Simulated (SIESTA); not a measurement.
Crystal: HPbNO4.

```
H Pb N O
1.0
     4.12040   -0.00081   -0.01120
     0.00404    6.42722    0.05360
     0.02791    3.20707    7.74994
H Pb N O
2 2 2 8
Direct
  0.90366 0.21821 0.48851
  0.40337 0.78177 0.51142
  0.39455 0.30863 0.70725
  0.89489 0.69135 0.29266
  0.63409 0.19990 0.20730
  0.13386 0.80012 0.79275
  0.90829 0.32866 0.54369
  0.53792 0.39076 0.19497
  0.53483 0.11279 0.10602
  0.83718 0.08887 0.32672
  0.40817 0.67132 0.45624
  0.03774 0.60924 0.80520
  0.03429 0.88737 0.89397
  0.33716 0.91101 0.67330
```

The cell was built by a generator and needn't be a form met in nature.

Base run:

```yaml
Program: SIESTA 5.4.2
Functional: RPBE
Potentials_or_basis: PseudoDojo 0.4 standard (PBE files)
Basis: DZP (energy shift 0.003 Ry; two zetas on semicore shells)
Grid_cutoff: 800 Ry
Energy_shift: 0.003 Ry
k_mesh: 7 × 5 × 4
Occupations: fermi-dirac, width 0.05 eV
Spin: no spin polarisation
```

Its results: band gap on the k mesh 3.28 eV, indirect (least direct gap 3.34 eV); pressure 4.8 GPa; largest force 1.432 eV/Å.

Question: After a change of settings the same cell gave: band gap on the k mesh 3.15 eV, indirect (least direct gap 3.21 eV); pressure -2.8 GPa; largest force 1.023 eV/Å. Which change was it?
A. functional from RPBE to LDA; potentials or basis from PseudoDojo 0.4 standard (PBE files) to PseudoDojo 0.4 standard (LDA files)
B. functional from RPBE to PBEsol; potentials or basis from PseudoDojo 0.4 standard (PBE files) to PseudoDojo 0.4 standard (PBEsol files)
C. functional from RPBE to BLYP
D. functional from RPBE to AM05; potentials or basis from PseudoDojo 0.4 standard (PBE files) to PseudoDojo 0.4 standard (PBEsol files)

Answer: A.

Caveats: spin-orbit coupling is left out, which as a rule narrows the gap of such compounds by several tenths of an eV; the basis of atomic orbitals isn't converged, which shifts pressures, moduli and gaps; the potentials were made for another functional, which shifts forces and pressure (some runs); forces of over 1 eV/Å show positions far from the minimum, so gaps and moduli don't describe the material at rest (some runs).

Runs at the PBE level aren't shown here.
